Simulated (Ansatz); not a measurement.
## Zn2GeS3, space group P3m1: a scan of one input key

Run with Ansatz 0.2.0, Python API.

The script reads `zn2ges3.extxyz`:
```text
6
Lattice="3.85802418 0.0 0.0 -1.92901209 3.34114695 0.0 0.0 0.0 10.532885" Properties=species:S:1:pos:R:3 pbc="T T T"
Zn    1.92901211    1.11371564    3.70274093
Zn   -0.00000002    2.22743131    6.82738446
Ge    0.00000000    0.00000000   10.53263221
S     0.00000000    0.00000000    2.99854383
S     1.92901211    1.11371564    6.15606050
S    -0.00000002    2.22743131    9.28095682
```

The script, `edit.py`:
```python
# -*- coding: utf-8 -*-
'''Editing single keys of the input for Zn2GeS3.'''

import warnings

import ansatz as az
from tabulate import tabulate

warnings.simplefilter('ignore', az.DeckWarning)

structure = az.Crystal.from_extxyz('zn2ges3.extxyz')

model = (
    structure.calculation()
    .basis(21 * az.Ha)
    .functional(az.Functional.PBESOL)
    .occupations('fixed')
    .kpoints(mesh=(6, 6, 2), center='gamma')
    .band_table()
)
typed = model.input()
rows = []
for value in [0.1, 0.3, 0.6]:
    edited = typed.set(az.key.scf.mixing.beta, value)
    rep = az.Session.from_dict(edited).plan().execute().report
    rows.append((value, rep['free_energy_ev'], rep['n_iterations'], len(rep['eigenvalues_ev'][0]) if 'eigenvalues_ev' in rep else 0))
print(tabulate(rows, headers=['beta', 'F eV', 'iterations', 'bands listed'], floatfmt='.4f', tablefmt='simple'))
print(edited.to_yaml())
```

```console
$ python edit.py
  beta         F eV    iterations    bands listed
------  -----------  ------------  --------------
0.1000  -13472.9508            10              32
0.3000  -13472.9508             9              32
0.6000  -13472.9508             8              32
crystal:
  lattice:
    - [3.85802418, 0.0, 0.0]
    - [-1.92901209, 3.34114695, 0.0]
    - [0.0, 0.0, 10.532885]
  atoms:
    - { symbol: Zn, position: [0.6666666703541752, 0.3333333303403491, 0.3515410004001753] }
    - { symbol: Zn, position: [0.33333332964582474, 0.6666666696596508, 0.6481970001571269] }
    - { symbol: Ge, position: [0.0, 0.0, 0.9999759999278449] }
    - { symbol: S, position: [0.0, 0.0, 0.28468399968289787] }
    - { symbol: S, position: [0.6666666703541752, 0.3333333303403491, 0.5844610000014241] }
    - { symbol: S, position: [0.33333332964582474, 0.6666666696596508, 0.8811409998305307] }
basis:
  ecutwfc: 571.4391111657479
kpoints:
  mp_grid:
    grid: [6, 6, 2]
    shift: [0.0, 0.0, 0.0]
hamiltonian:
  xc: pbesol
scf:
  occupations:
    method: fixed
  mixing:
    beta: 0.6
output:
  eigenvalues: true
```

Caveats:
- Absolute energies stand on the zero of these potentials, so only differences at equal settings mean something. A total without «per atom» is that of the whole cell that was run.
- This cell is a computed structure, which may not be the phase found in nature.
- Wall time of the script: 14 s on 1 thread of Intel(R) Xeon(R) 6975P-C (Granite Rapids), on a shared host, peak memory 0.54 GiB.
